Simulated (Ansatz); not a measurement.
# CH5GaO2Si: small, medium and large basis sets

One table from this session's results is given with a row withheld; the runs are named, their logs left out.

Program: Ansatz 0.2.0, Gaussian basis. Level of theory: one geometry, several basis sets. These are calculated values, not measurements.

The runs, in order: PBE0-D4/def2-SVP; ωB97M-V/def2-SVP; PBE0-D4/def2-QZVPP; ωB97M-V/def2-QZVPP; the functionals' def2-TZVPP values are taken from earlier runs.

### The relaxed structure

All runs share one geometry, relaxed beforehand with PBE0-D4 in a triple-zeta def2 set.

SMILES `[SiH3][Ga]1[O]C[O]1`, 10 atoms, charge 0, spin multiplicity 1.

Atoms are counted from 1 here; the program's logs count them from 0.

Bond lengths: Si1–Ga2 2.377 Å, Si1–H6 1.484 Å, Si1–H7 1.484 Å, Si1–H8 1.484 Å, Ga2–O3 1.820 Å, Ga2–O5 1.820 Å, O3–C4 1.414 Å, C4–O5 1.414 Å, C4–H9 1.099 Å, C4–H10 1.099 Å. Angles: Ga2–Si1–H6 109.0°, Ga2–Si1–H7 109.0°, Ga2–Si1–H8 108.8°, H6–Si1–H7 110.2°, H6–Si1–H8 109.9°, H7–Si1–H8 109.9°, Si1–Ga2–O3 141.6°, Si1–Ga2–O5 141.7°, O3–Ga2–O5 76.7°, Ga2–O3–C4 88.7°, O3–C4–O5 105.9°, O3–C4–H9 110.3°, O3–C4–H10 110.3°, O5–C4–H9 110.3°, O5–C4–H10 110.3°, H9–C4–H10 109.6°, Ga2–O5–C4 88.7°.

Geometry (Å):

```mol
CH5GaO2Si
  3D, bonds by distance, orders not assigned

 10 10  0  0  0  0  0  0  0  0999 V2000
   -2.2620   -0.4904   -0.5464 Si  0  0
   -0.0017    0.0034   -0.0011 Ga  0  0
    1.6881   -0.1260   -0.6659 O   0  0
    2.1674    0.4712    0.5232 C   0  0
    1.0256    0.7193    1.3203 O   0  0
   -3.1512    0.4457    0.1847 H   0  0
   -2.4494   -0.3370   -2.0103 H   0  0
   -2.5568   -1.8882   -0.1428 H   0  0
    2.8544   -0.2109    1.0428 H   0  0
    2.6855    1.4128    0.2954 H   0  0
  1  2  8  0
  2  3  8  0
  3  4  8  0
  4  5  8  0
  1  6  8  0
  1  7  8  0
  1  8  8  0
  4  9  8  0
  4 10  8  0
  2  5  8  0
M  END
```

Set-up of the first run:

Input file in.yaml:

```yaml
crystal:
  periodic: [false, false, false]
  atoms:
    - {symbol: Si, position_ang: [-2.261952, -0.490370, -0.546391]}
    - {symbol: Ga, position_ang: [-0.001674, 0.003379, -0.001078]}
    - {symbol: O, position_ang: [1.688149, -0.126006, -0.665867]}
    - {symbol: C, position_ang: [2.167395, 0.471151, 0.523243]}
    - {symbol: O, position_ang: [1.025577, 0.719348, 1.320260]}
    - {symbol: H, position_ang: [-3.151171, 0.445746, 0.184740]}
    - {symbol: H, position_ang: [-2.449442, -0.336954, -2.010346]}
    - {symbol: H, position_ang: [-2.556818, -1.888182, -0.142783]}
    - {symbol: H, position_ang: [2.854379, -0.210867, 1.042810]}
    - {symbol: H, position_ang: [2.685538, 1.412776, 0.295411]}
basis:
  gaussian: {orbitals: def2-SVP}
hamiltonian: {xc: pbe0, dispersion: d4}
output: {orbitals: {seedname: orbitals}}
```

Started as:

```sh
$ ansatz run in.yaml --threads 4 --pin off --events-out ev --progress --plain --max-ram 10444MiB
```

Steps of the session up to this table: PBE0-D4 in def2-SVP; ωB97M-V in def2-SVP; PBE0-D4 in def2-QZVPP; ωB97M-V in def2-QZVPP.

One table of the session follows, with a row left open; its other results are not shown here.

It belongs to the step «Density functionals: the series». 

| functional | basis | HOMO (eV) | LUMO (eV) |
| --- | --- | --- | --- |
| PBE0-D4 | def2-SVP | -7.36 | -1.40 |
| PBE0-D4 | def2-TZVPP | -7.40 | -1.52 |
| PBE0-D4 | def2-QZVPP | ? | ? |
| ωB97M-V | def2-SVP | -9.68 | 0.38 |
| ωB97M-V | def2-TZVPP | -9.75 | 0.20 |
| ωB97M-V | def2-QZVPP | -9.79 | 0.06 |

**Question.** Estimate the row for PBE0-D4, def2-QZVPP.

**Answer.** HOMO (eV): -7.44; LUMO (eV): -1.57. In the column «HOMO (eV)» it lies between ωB97M-V, def2-SVP (-9.68) and PBE0-D4, def2-TZVPP (-7.40).
